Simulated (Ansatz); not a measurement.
**SiCl2OF (SMILES [O][Si](F)(Cl)Cl) at RPA@PBE0/cc-pVDZ**

What is the energy change on altering one bond length of SiCl2OF at RPA@PBE0/cc-pVDZ? 

The calculation is run with Ansatz 0.2.0.

73 further runs of the same task are left out: 9 that didn't finish, 64 set aside as unsound or not needed.

### Step 1. Starting point

SiCl2OF has 5 atoms, charge 0, and is taken as a doublet. As SMILES, `[O][Si](F)(Cl)Cl`. The coordinates come from a PBE0-D4/def2-TZVP relaxation.

Bond lengths: O1–Si2 1.643 Å, Si2–F3 1.574 Å, Si2–Cl4 2.012 Å, Si2–Cl5 2.011 Å. Angles: O1–Si2–F3 113.3°, O1–Si2–Cl4 105.6°, O1–Si2–Cl5 107.2°, F3–Si2–Cl4 108.3°, F3–Si2–Cl5 107.9°, Cl4–Si2–Cl5 114.8°.

### Step 2. The energy at RPA@PBE0/cc-pVDZ

run.yaml

```yaml
crystal:
  periodic: [false, false, false]
  atoms:
    - {symbol: O, position_ang: [1.205200, -1.120900, 0.351000]}
    - {symbol: Si, position_ang: [0.002000, -0.037300, 0.071900]}
    - {symbol: F, position_ang: [-0.944500, 0.175500, 1.311100]}
    - {symbol: Cl, position_ang: [-1.088600, -0.815800, -1.428500]}
    - {symbol: Cl, position_ang: [0.875700, 1.725000, -0.347000]}
basis:
  gaussian:
    orbitals: cc-pVDZ
magnetization:
  spin_polarized: true
  initial_magnetization: 1
hamiltonian:
  xc: pbe0
correlation:
  method: rpa
  frozen_orbitals: {Cl: 5, F: 1, O: 1, Si: 5}
accuracy: high
```

Launch:

```
$ ansatz run run.yaml --threads 1 --pin off --max-ram 3480MiB --events-out events.jsonl --progress --plain --runs-dir runs
```

The program printed:

```text
Warning: RAYON_NUM_THREADS=1 ignored (pool sized by the plan → 1); use --threads N
Functional definition: PBE0
  name "PBE0"
  parameter a = 0.25
  parameter kappa = 0.804
  parameter beta = 0.06672455060314922
  exchange = (1 - a)*pbe_x(kappa = kappa, mu = beta*pi^2/3) + a*exact_x
  correlation = pbe_c(beta = beta)
1763 factors; integrals over basis functions are off by at most 3.0e-9 eV
mean field evaluation 1: about -37661.9276 eV, gradient 4.7e1 eV
mean field evaluation 2: about -37662.0606 eV, gradient 4.7e1 eV
mean field evaluation 4: about -37671.2488 eV, gradient 1.9e1 eV
mean field evaluation 8: about -37673.7942 eV, gradient 5.5e-1 eV
mean field evaluation 16: about -37673.8026 eV, gradient 1.5e-2 eV
mean field evaluation 32: about -37673.8027 eV, gradient 8.1e-5 eV
mean field evaluation 64: about -37647.9402 eV, gradient 2.8e1 eV
mean field evaluation 96: about -37673.6371 eV, gradient 1.2e-1 eV
mean field -37673.80273992 eV, -1384.4867144713 hartree, gradient 8.7e-8 eV, S^2 0.753036; 4 other end points of the search recorded, 0 dependent functions left out
17 core orbitals not correlated: weight in the atoms' cores, before any rotation towards them, 1.000 or more for the frozen orbitals, at most 0.000 for the correlated occupied ones
reference -37616.08164451 eV, -1382.3655033399 hartree; 16, 15 occupied and 49, 50 virtual orbitals, 1763 factors
Total energy: -37642.09523271 eV, -1383.3214850735 hartree
```

It took 44 s on 1 thread of Arm Neoverse V2, shared host; peak memory 0.63 GiB.

### Step 3. The distorted shape

job.yaml

```yaml
basis:
  gaussian:
    orbitals: cc-pVDZ
crystal:
  periodic: [false, false, false]
  atoms:
    - symbol: O
      position_ang: [2.513923, -0.186698, 2.151484]
    - symbol: Si
      position_ang: [1.310723, 0.896902, 1.872384]
    - symbol: F
      position_ang: [0.364223, 1.109702, 3.111584]
    - symbol: Cl
      position_ang: [-1.088600, -0.815800, -1.428500]
    - symbol: Cl
      position_ang: [2.184423, 2.659202, 1.453484]
total_charge: 0
magnetization:
  spin_polarized: true
  initial_magnetization: 1
hamiltonian:
  xc: {name: PBE0}
correlation:
  method: rpa
  frozen_orbitals: {Cl: 5, F: 1, O: 1, Si: 5}
accuracy: high
```

Launch:

```
$ ansatz run job.yaml --threads 1 --pin off --max-ram 3480MiB --events-out events.jsonl --progress --plain --runs-dir runs
```

The program printed, shortened:

```text
Warning: RAYON_NUM_THREADS=1 ignored (pool sized by the plan → 1); use --threads N
Functional definition: PBE0
  name "PBE0"
[...]
1680 factors; integrals over basis functions are off by at most 3.3e-9 eV
[...]
mean field -37670.08489911 eV, -1384.3500863415 hartree, gradient 1.9e-8 eV, S^2 0.943739; 17 other end points of the search recorded, 0 dependent functions left out
17 core orbitals not correlated: weight in the atoms' cores, before any rotation towards them, 1.000 or more for the frozen orbitals, at most 0.000 for the correlated occupied ones
reference -37611.97608873 eV, -1382.2146269478 hartree; 16, 15 occupied and 49, 50 virtual orbitals, 1680 factors
Total energy: -37638.87234236 eV, -1383.2030460378 hartree
```

Wall time 2.3 min (1 thread of Arm Neoverse V2, shared host); peak memory 0.59 GiB.

### Step 4. Outcome

Level: RPA@PBE0/cc-pVDZ, 17 core orbitals frozen.

| quantity | value |
| --- | --- |
| first shape: total energy | -1383.32149 Eh |
| first shape: RPA correlation energy (valence) | -956.0 mEh |
| first shape: ⟨S²⟩ of the reference determinant | 0.753 |
| distorted shape: total energy | -1383.20305 Eh |
| distorted shape: RPA correlation energy (valence) | -988.4 mEh |
| distorted shape: ⟨S²⟩ of the reference determinant | 0.944 |
| energy change with the Si2–Cl4 bond stretched from 2.012 to 4.426 Å | 3.223 eV |

What this shows: With the Si2–Cl4 bond stretched from 2.012 to 4.426 Å the energy rises by 3.22 eV (74 kcal/mol). The first shape isn't relaxed at this level, so the change isn't measured from a minimum. ⟨S²⟩ (distorted shape) is 0.94 where a pure doublet has 0.75: the reference is spin-contaminated.
